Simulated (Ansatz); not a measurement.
A nudged elastic band was laid between two geometries of a periodic cell of 17 atoms, Li (host Li, host structure bcc, interstitial Li).

All numbers below come from Ansatz 0.2.0, DFT PBEsol, scalar-relativistic, plane waves, PAW. Settings: cutoff 420 eV, k mesh 3x3x3, fermi-dirac smearing 0.15 eV, no spin polarisation.

```
movable images  : 5
climbing image  : yes
spring          : 1.0 eV/Å²
optimiser       : lbfgs
start path      : straight line
force threshold : 0.05 eV/Å
iteration limit : 80
end points      : relaxed
```

Image 0:

```xyz
17
Lattice="6.9800 0.0000 0.0000 0.0000 6.9800 0.0000 0.0000 0.0000 6.9800" Properties=species:S:1:pos:R:3
Li -0.038 -0.091 -0.002
Li 3.390 -0.127 0.028
Li 0.038 3.570 -0.085
Li 0.366 -0.429 4.197
Li 1.659 1.691 1.735
Li 3.165 3.723 0.104
Li 3.402 -0.019 3.446
Li 4.856 2.147 1.039
Li -0.051 3.411 3.505
Li 1.564 5.276 1.885
Li 1.799 1.763 5.305
Li 3.528 3.304 3.350
Li 5.217 5.153 1.798
Li 5.138 1.711 5.246
Li 2.003 4.925 5.139
Li 5.091 5.121 5.232
Li 6.009 0.785 2.630
```

Image 6:

```xyz
17
Lattice="6.9800 0.0000 0.0000 0.0000 6.9800 0.0000 0.0000 0.0000 6.9800" Properties=species:S:1:pos:R:3
Li 0.040 -0.060 -0.188
Li 3.545 0.009 -0.099
Li -0.102 3.600 -0.260
Li 0.005 -0.038 3.436
Li 1.717 1.754 1.625
Li 3.656 3.333 0.049
Li 2.721 -0.561 3.949
Li 5.829 2.051 1.438
Li 0.094 3.595 3.499
Li 1.738 5.179 1.586
Li 1.761 1.800 5.189
Li 3.530 3.480 3.370
Li 5.254 5.218 1.664
Li 5.232 1.726 5.115
Li 1.789 4.835 5.565
Li 5.149 5.272 5.082
Li 4.203 0.719 2.609
```

(1) What changes between the two ends?

(2) What energy profile does the band end with?

(3) What is the geometry of the highest image?

The band took 13 iterations and roughly 6 core-minutes.

## Answers

(1) The atom that moves furthest is Li17, by 1.81 Å; four of its nearest neighbours are Li8 2.39, Li4 2.39, Li7 2.85, Li13 2.85 Å at the first end and Li7 2.37, Li8 2.41, Li13 2.85, Li5 2.87 Å at the last.

(2) The run converged. The highest image is number 4 of 0 to 6, 0.004 eV above the ends, which have the same energy within 2 meV. The top lies less than 8 meV above the higher end, about what the thresholds resolve: the motion is nearly free. By the program's own check the climbing image is of a kind that is not told: the force calls were inconclusive, a negative curvature could not be distinguished from the path's own, the only one lies far off the path, or fixed occupations may fill a level only in part (lowest curvatures found: -0.05 and -0.01 eV/Å²). Limits of this set-up: coarse k mesh, a small cell, in which the defect meets its images, a typed lattice constant that wasn't relaxed here.

```
image  path coordinate (Å)  energy (eV)  Li1–Li4 (Å)  Li1–Li17 (Å)  Li2–Li8 (Å)
    0                 0.00        0.000         2.83          2.93         2.89
    1                 0.66        0.003         2.91          3.02         3.04
    2                 1.32        0.003         3.04          3.09         3.28
    3                 2.02        0.002         3.22          3.21         3.59
    4                 2.68        0.004         3.40          3.42         3.72
    5                 3.49        0.002         3.38          3.77         3.51
    6                 4.20       -0.001         3.36          4.05         3.43
```

(3) 
```xyz
17
Lattice="6.9800 0.0000 0.0000 0.0000 6.9800 0.0000 0.0000 0.0000 6.9800" Properties=species:S:1:pos:R:3
Li -0.065 -0.165 0.031
Li 3.425 -0.107 0.057
Li 0.271 3.866 -0.421
Li -0.007 -0.195 3.615
Li 1.663 1.606 1.793
Li 3.406 3.327 0.089
Li 3.128 -0.262 3.711
Li 6.000 2.418 0.976
Li -0.065 3.362 3.566
Li 1.664 5.082 1.789
Li 1.647 1.643 5.332
Li 3.430 3.331 3.496
Li 5.152 5.111 1.805
Li 5.149 1.615 5.274
Li 1.894 5.136 5.214
Li 5.080 5.131 5.241
Li 4.713 1.015 2.369
```

The run took 3.1 min on 2 threads of AMD EPYC 9R05 (Zen 5), with other jobs on the host, peak memory 1.3 GiB.
